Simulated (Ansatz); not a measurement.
NbTe2, space group P-3m1: cell relaxations under several functionals, run with Ansatz 0.2.0 through its Python package.

Script `lattice.py`:
```python
"""Relaxed cell of NbTe2 under several functionals."""

from dataclasses import dataclass
import warnings

import ansatz as az
import numpy as np


@dataclass
class Options:
    kgrid: tuple[int, ...] = (9, 9, 4)
    filling: str = "Fermi-Dirac"
    width_ev: float = 0.1
    fmax: float = 0.005


opts = Options()

def edges_and_angles(cell):
    cell = np.asarray(cell)
    a, b, c = np.linalg.norm(cell, axis=1)
    cosines = cell[1] @ cell[2] / (b * c), cell[0] @ cell[2] / (a * c), cell[0] @ cell[1] / (a * b)
    return (a, b, c, *np.degrees(np.arccos(cosines)))

warnings.simplefilter("ignore", az.DeckWarning)

structure = (
    az.Lattice.of((3.720464, 0.0, 0.0), (-1.860232, 3.222016, 0.0), (0.0, 0.0, 7.148266))
    .atom("Nb", (0.0, 0.0, 0.0))
    .atom("Te", (2 / 3, 1 / 3, 0.745632))
    .atom("Te", (1 / 3, 2 / 3, 0.254368))
)

job = (
    structure.calculation()
    .kpoints(*opts.kgrid)  # the mesh must be finer for metals
    .occupations(opts.filling, width=opts.width_ev)
    .relax(cell=True, force_tolerance=opts.fmax)  # relax until the tolerances are met
)

levels = [("pbesol", "none"), ("lda", "none"), ("pbesol", "d3bj")]
print("level            a       b       c    alpha   beta  gamma  V/atom  steps")
for name, dispersion in levels:
    seen = []
    run = job.functional(name, dispersion=dispersion).session().plan()
    result = run.execute(on_event=lambda e: seen.append(e) if e["event"] == "relax_step" else None)
    cell = result.lattice.cell_ang
    label = name if dispersion == "none" else f"{name}+{dispersion}"
    print("{:13s} {:7.4f} {:7.4f} {:7.4f} {:6.2f} {:6.2f} {:6.2f}".format(label, *edges_and_angles(cell)), f"{abs(np.linalg.det(cell)) / len(result.lattice.sites):7.3f} {len(seen):5d}")
```

Rank the levels of theory by the volume of the relaxed cell.

From smallest to largest: PBEsol+D3BJ (23.63 Å³ an atom, -17.3 % against the start), LDA (24.83 Å³ an atom, -13.1 % against the start) and PBEsol (25.61 Å³ an atom, -10.3 % against the start). The spread is 8.4 % in volume.

The output:

`python lattice.py` gives:
```text
level            a       b       c    alpha   beta  gamma  V/atom  steps
pbesol         3.6272  3.6272  6.7423  90.00  90.00 120.00  25.608     8
lda            3.6123  3.6123  6.5931  90.00  90.00 120.00  24.835     7
pbesol+d3bj    3.5724  3.5724  6.4136  90.00  90.00 120.00  23.628     7
```

Notes:
- Dispersion corrections can be off by several per cent in the lattices of metals, and by several GPa in the pressure at a fixed cell.
- For a metal this k-point mesh is coarse: on a finer one energies can move by several to tens of meV an atom and pressures by half a GPa or more, differences at one mesh by less.
- This cell is a computed structure, which may not be the phase found in nature.
- Timing: 110 s on 1 thread of Arm Neoverse V1, on a shared host, peak memory 0.51 GiB.

(A comment or docstring line of the script was reworded after the run, the code is as it ran.)
